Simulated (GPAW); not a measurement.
Set up this calculation in GPAW 26.7.0, as an ASE script.

| Property | Result |
| --- | --- |
| Task | equation of state |
| Functional | PBE |
| Potentials or basis | GPAW PAW data sets (gpaw-data 1.2.1) |
| Cutoff | 800 eV |
| Basis | pw |
| k mesh | 4 × 4 × 4 |
| Occupations | fermi-dirac, width 0.05 eV |
| Spin | no spin polarisation |
| Maxiter | 150 |
| Eos scales | [0.94, 0.96, 0.98, 1.0, 1.02, 1.04, 1.06] |

BaHfO3:

```
CELL_PARAMETERS angstrom
4.16957 0.00000 0.00000
0.00000 4.16957 0.00000
0.00000 0.00000 4.17038
ATOMIC_POSITIONS crystal
Hf 0.00000 0.00000 0.49788
Ba 0.50000 0.50000 0.99642
O 0.00000 0.00000 0.99794
O 0.50000 0.00000 0.49889
O 0.00000 0.50000 0.49889
```

The cell comes from a database or a generator and needn't be the stable form of this composition.

These files were run (other wordings do the same):

run.py

```python
from ase import Atoms
from ase.eos import EquationOfState
from ase.io import Trajectory
from ase.units import GPa
from gpaw import GPAW, PW

atoms = Atoms(['Hf', 'Ba', 'O', 'O', 'O'],
              cell=[[4.1695667999, 0.0, 0.0],
                    [0.0, 4.1695667999, 0.0],
                    [0.0, 0.0, 4.1703766343]],
              scaled_positions=[[0.0, 0.0, 0.49787533],
                                [0.5, 0.5, 0.99642496],
                                [0.0, 0.0, 0.99794122],
                                [0.5, 0.0, 0.49889014],
                                [0.0, 0.5, 0.49889014]],
              pbc=True)

traj = Trajectory('eos.traj', 'w')
volumes, energies = [], []
for x in [0.94, 0.96, 0.98, 1.0, 1.02, 1.04, 1.06]:
    a = atoms.copy()
    a.set_cell(atoms.cell * x**(1 / 3), scale_atoms=True)
    calc = GPAW(mode=PW(800),
                xc='PBE',
                kpts={'size': (4, 4, 4), 'gamma': True},
                occupations={'name': 'fermi-dirac', 'width': 0.05},
                nbands=36,
                convergence={'density': 1e-05, 'energy': 1e-05},
                maxiter=150,
                txt=f'eos-{x:.2f}.txt')
    a.calc = calc
    energies.append(a.get_potential_energy(force_consistent=True))
    volumes.append(a.get_volume())
    p = -a.get_stress()[:3].mean() / GPa
    calc.write(f'eos-{x:.2f}.gpw')
    traj.write(a)
    print(f'{x:.2f} {volumes[-1]:10.4f} A^3 {energies[-1]:14.6f} eV {p:9.3f} GPa', flush=True)

v0, e0, B = EquationOfState(volumes, energies, eos='birchmurnaghan').fit()
print(f'V0 = {v0:.4f} A^3, E0 = {e0:.6f} eV, B0 = {B / GPa:.2f} GPa')
```

Potentials or basis: GPAW PAW data sets (gpaw-data 1.2.1), pw.

Command:

```sh
$ OMP_NUM_THREADS=1 python run.py
```

Results of the run:

```yaml
Equilibrium_volume: 14.98 Å³/atom
Bulk_modulus_at_fixed_shape_and_positions: 158 GPa
Pressure_derivative_of_the_bulk_modulus: 4.4
```

Caveat: the k mesh is coarse (spacing up to 0.38 Å⁻¹), so the values aren't converged; the cell was scaled at fixed shape and fractional positions, which overstates the stiffness of a crystal with free parameters, most of all of layers and chains.

Wall time 5.2 min on 1 thread of Arm Neoverse V2, on a shared host, peak memory 0.36 GiB.
